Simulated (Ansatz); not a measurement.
**CH₅AlO₂Si: one species, many methods**

Aim: compute CH₅AlO₂Si with functionals from several rungs and with coupled cluster, and see how far each lands from CCSD(T) at the basis-set limit for the atomisation energy.

Program: Ansatz 0.2.0, Gaussian basis. Level of theory: functionals in def2-TZVPP, the program's frozen cores in correlated methods. These are calculated values, not measurements.

Levels to be run: PBE-D4, r2SCAN-D4, PBE0-D4, B3LYP-D4, ωB97X-V, ωB97M-V, B2PLYP; CCSD(T)/def2-TZVPP; MP2/def2-QZVPP; extrapolation to the limit.

**1. Structure used throughout**

The geometry comes from an earlier relaxation with PBE0-D4 in a triple-zeta def2 set; it is a stationary point, not always the lowest conformer.

SMILES `O=[CH][Al]([OH])[SiH3]`, 10 atoms, charge 0, spin multiplicity 1.

Atoms are counted from 1 here; the program's logs count them from 0.

Bond lengths: O1–C2 1.213 Å, C2–Al3 2.025 Å, C2–H6 1.120 Å, Al3–O4 1.695 Å, Al3–Si5 2.442 Å, O4–H7 0.955 Å, Si5–H8 1.489 Å, Si5–H9 1.490 Å, Si5–H10 1.490 Å. Angles: O1–C2–Al3 114.5°, O1–C2–H6 117.9°, Al3–C2–H6 127.6°, C2–Al3–O4 122.4°, C2–Al3–Si5 117.3°, O4–Al3–Si5 120.3°, Al3–O4–H7 126.4°, Al3–Si5–H8 111.7°, Al3–Si5–H9 110.5°, Al3–Si5–H10 110.5°, H8–Si5–H9 108.1°, H8–Si5–H10 108.1°, H9–Si5–H10 107.8°.

**2. PBE-D4 (GGA)**

Contents of in.yaml:

```yaml
crystal:
  periodic: [false, false, false]
  atoms:
    - {symbol: O, position_ang: [-1.666076, 0.590463, 1.769309]}
    - {symbol: C, position_ang: [-1.723491, 0.952596, 0.613184]}
    - {symbol: Al, position_ang: [-0.203475, 0.291625, -0.550049]}
    - {symbol: O, position_ang: [-0.079621, 0.688482, -2.192938]}
    - {symbol: Si, position_ang: [1.484651, -1.121248, 0.507772]}
    - {symbol: H, position_ang: [-2.585968, 1.599104, 0.309266]}
    - {symbol: H, position_ang: [-0.685946, 1.231849, -2.692902]}
    - {symbol: H, position_ang: [2.533970, -1.543837, -0.459878]}
    - {symbol: H, position_ang: [2.150671, -0.392642, 1.623316]}
    - {symbol: H, position_ang: [0.858287, -2.347493, 1.075922]}
basis:
  gaussian: {orbitals: def2-TZVPP}
hamiltonian: {xc: pbe, dispersion: d4}
output: {forces: true, orbitals: {seedname: orbitals}}
```

Command:

```bash
> ansatz run in.yaml --threads 4 --pin off --events-out ev --progress --plain --max-ram 10444MiB
```

Further steps of the session: r2SCAN-D4 (meta-GGA); PBE0-D4 (hybrid); B3LYP-D4 (hybrid); ωB97X-V (range-separated); ωB97M-V (range-separated); B2PLYP (double hybrid); CCSD(T) in def2-TZVPP; MP2 in def2-QZVPP.

**Question.** What will the summary of the whole plan be? Wanted: atomisation energy, CCSD(T)/CBS; farthest; mean size of error, hybrid; mean size of error, range-separated; gap, smallest and largest; T1 diagnostic; triples share of the correlation energy.

The runs gave:

| quantity | value |
| --- | --- |
| atomisation energy, CCSD(T)/CBS | 3499.8 kJ/mol |
| functionals within 17.5 kJ/mol (0.5 %) | r2SCAN-D4, ωB97X-V, ωB97M-V |
| farthest | B2PLYP (-53.2 kJ/mol) |
| mean size of error, hybrid | 32.9 kJ/mol |
| mean size of error, range-separated | 6.2 kJ/mol |
| gap, smallest and largest | 1.99 eV (PBE-D4), 8.81 eV (ωB97X-V) |
| T1 diagnostic | 0.0156 |
| triples share of the correlation energy | 3.8 % |

PBE-D4 misses by +44.6 kJ/mol. Double hybrids carry the basis error of their MP2 part in triple zeta, and no dispersion term here, so their miss is partly the set-up's. The reference freezes the cores and leaves out relativity and excitations past (T), so misses under about 17.5 kJ/mol can't be ranked. Hartree-Fock recovers 70 % of the binding; the rest is correlation. The gap grows from 2.0 to 8.8 eV across the functionals, mostly with the share of exact exchange.
